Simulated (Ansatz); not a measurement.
# CH₄O₂SeSi: two torsions

Aim: map the energy of CH₄O₂SeSi, SMILES OC(=[Se])O[SiH3] over two coordinates, and find its wells, ridges and stiffness.

Program: Ansatz 0.2.0. Level of theory: RKS PBE0-D4/def2-SVP. These are calculated values, not measurements.

## Step 1: Where the work starts

SMILES `OC(=[Se])O[SiH3]`, 9 atoms, charge 0, spin multiplicity 1.

Atoms are counted from 1 here; the program's logs count them from 0.

Bond lengths: O1–C2 1.333 Å, O1–H6 0.981 Å, C2–Se3 1.817 Å, C2–O4 1.320 Å, O4–Si5 1.745 Å, Si5–H7 1.495 Å, Si5–H8 1.499 Å, Si5–H9 1.495 Å. Angles: C2–O1–H6 105.8°, O1–C2–Se3 124.2°, O1–C2–O4 110.7°, Se3–C2–O4 125.1°, C2–O4–Si5 120.5°, O4–Si5–H7 110.2°, O4–Si5–H8 100.3°, O4–Si5–H9 110.1°, H7–Si5–H8 111.0°, H7–Si5–H9 113.4°, H8–Si5–H9 111.0°.

Geometry (Å):

```tsv
atom	x (Å)	y (Å)	z (Å)
O1	-2.0431	1.0894	0.3855
C2	-0.7949	0.6256	0.4531
Se3	0.3732	1.0283	1.7849
O4	-0.5325	-0.1598	-0.5751
Si5	1.0348	-0.9105	-0.7383
H6	-2.1597	1.6580	1.1766
H7	2.0929	0.1334	-0.9009
H8	0.8335	-1.6742	-2.0118
H9	1.2841	-1.8365	0.4088
```

This geometry comes from a loose relaxation at PBE in a small basis, which is not shown.

## Step 3: Setting up the map

- dihedral O1–C2–O4–Si5: 12 values from −180 to 150 °, periodic
- dihedral H6–O1–C2–O4: 12 values from −180 to 150 °, periodic

Nothing else is relaxed (all other coordinates rigid). Energies count from the relaxed molecule at the same level. Points are written as (first, second).

(The set-up runs are not shown.)

## Step 4: Point (−150°, 150°)

input.yaml reads:

```yaml
crystal:
  periodic: [false, false, false]
  atoms:
    - { symbol: O, position_ang: [-2.019617, 1.078482, 0.383663] }
    - { symbol: C, position_ang: [-0.787039, 0.62498, 0.458249] }
    - { symbol: Se, position_ang: [0.574543, 1.522884, 1.224852] }
    - { symbol: O, position_ang: [-0.687455, -0.551595, -0.093274] }
    - { symbol: Si, position_ang: [0.46198, -1.726164, 0.440789] }
    - { symbol: H, position_ang: [-2.160254, 1.647127, 1.155483] }
    - { symbol: H, position_ang: [1.838313, -1.210086, 0.236863] }
    - { symbol: H, position_ang: [0.169155, -2.850734, -0.486623] }
    - { symbol: H, position_ang: [0.17573, -2.104875, 1.846803] }
basis:
  gaussian: { orbitals: def2-SVP }
hamiltonian:
  xc: pbe0
  dispersion: d4
output:
  forces: true
```

Started as:

```bash
$ ansatz run input.yaml --threads 1 --pin off --max-ram 2560MiB --backend cpu --events-out ev --progress --plain --runs-dir out
```

Further runs follow: the other points that were computed.

Before running it: what results should come out? Wanted: lowest point; highest computed point; dipole moment.

**Answer**, as computed:

| quantity | value |
| --- | --- |
| lowest point | (−180°, −180°), 0.0 kcal/mol |
| highest computed point | (−60°, 90°), 26.6 kcal/mol above the lowest |
| dipole moment (D) | 0.82 at (−180°, −180°) to 5.96 at (0°, 0°); 0.82 at the lowest point |
| time for the whole task | 7 min on 1 thread, shared host |

The lowest computed point is at (−180°, −180°), 0.0 kcal/mol from the relaxed molecule at the same level. There are further wells near (−180°, 0°) (3.0 kcal/mol above the lowest at that grid point); (0°, −180°) (4.9 kcal/mol above the lowest at that grid point). The highest computed point, (−60°, 90°), lies 26.6 kcal/mol above the lowest. On the interpolated surface the easiest way out of the lowest well to the well at (0°, −180°) passes a barrier of about 9.2 kcal/mol. Round the minimum the two coordinates are nearly uncoupled.
